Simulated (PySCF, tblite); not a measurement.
# C4H3F5N radical: geometry, infrared bands and EPR parameters

Wanted: the infrared bands and EPR parameters of C4H3F5N radical (`[H]/N=[C]/[C@@H](C(F)F)C(F)(F)F`), by calculation.

The runs use tblite 0.8.0 and PySCF 2.14.0, with density-fitted response routines of our own; the level of theory stands in each step. All values are computed, except where a source is named. Atoms count from 0, in the outputs and in this text.

### 1 The molecule as given

13 atoms, charge 0, multiplicity 2; geometry from: force field or distance geometry start.

Bonds of the start (Å): N0–C1 1.30, C1–C2 1.47, C2–C3 1.52, C3–F4 1.39, C3–F5 1.37, C2–C6 1.50, C6–F7 1.40, C6–F8 1.38, C6–F9 1.37, N0–H10 1.03, C2–H11 1.12, C3–H12 1.09.

### 2 Optimising the geometry with GFN2-xTB

The job: settings as JSON, then the geometry in Å.

```
{"job": {"kind": "relax", "xc": "GFN2-xTB", "basis": "xTB"}, "charge": 0, "multiplicity": 2}
N      1.999400     0.157200     1.005800
C      0.981000    -0.626100     0.794200
C     -0.308900    -0.079800     0.354700
C     -0.055200     1.228900    -0.381200
F      0.566900     2.102400     0.503300
F      0.773400     0.981800    -1.448500
C     -1.017000    -1.079800    -0.512400
F     -1.198500    -2.212000     0.289100
F     -2.275900    -0.569900    -0.770900
F     -0.356800    -1.417800    -1.658600
H      2.865400    -0.308500     1.320800
H     -0.998600     0.127000     1.216800
H     -0.979600     1.696900    -0.730900
```

The run is started by

```
OMP_NUM_THREADS=1 python probes_run.py task.json out
```

This one command runs all jobs of the session in turn.

**Question.** This job is followed by: GFN2-xTB harmonic vibrations, gas phase; UKS B3LYP, pcH-1 on C F H N, non-relativistic, mean-field spin-orbit, GIAO. Predict these results of the whole session: strongest single infrared mode (GFN2-xTB); zero-point energy (GFN2-xTB); g(iso) (B3LYP); ⟨S²⟩; largest a(iso) (averaged by class); surface potential, 1st and 99th percentile.

**Answer**, as computed:

| quantity | value |
| --- | --- |
| strongest single infrared mode (GFN2-xTB) | 1055 cm⁻¹, 256 km/mol |
| zero-point energy (GFN2-xTB) | 44.1 kcal/mol |
| g(iso) (B3LYP) | 2.00134 |
| ⟨S²⟩ | 0.753 (exact 0.75) |
| largest a(iso) (averaged by class) | 13C on C1, 258.8 MHz |
| surface potential, 1st and 99th percentile | -1.11 V and 1.98 V |

The optimisation took 58 steps and gained 0.664 eV; among the close pairs (by a distance rule), N0–C1 changed most, from 1.302 to 1.229 Å. No mode is imaginary among the 33: a minimum at this level. The strongest single mode, at 1055 cm⁻¹, moves mainly C6. GFN2-xTB is a fitted tight-binding method: band positions and strengths are rough. Its intensities can rank the bands wrongly. Most of the unpaired spin sits on C1 (0.70 e). The isotropic g lies 1.0 ppt below the free-electron value.
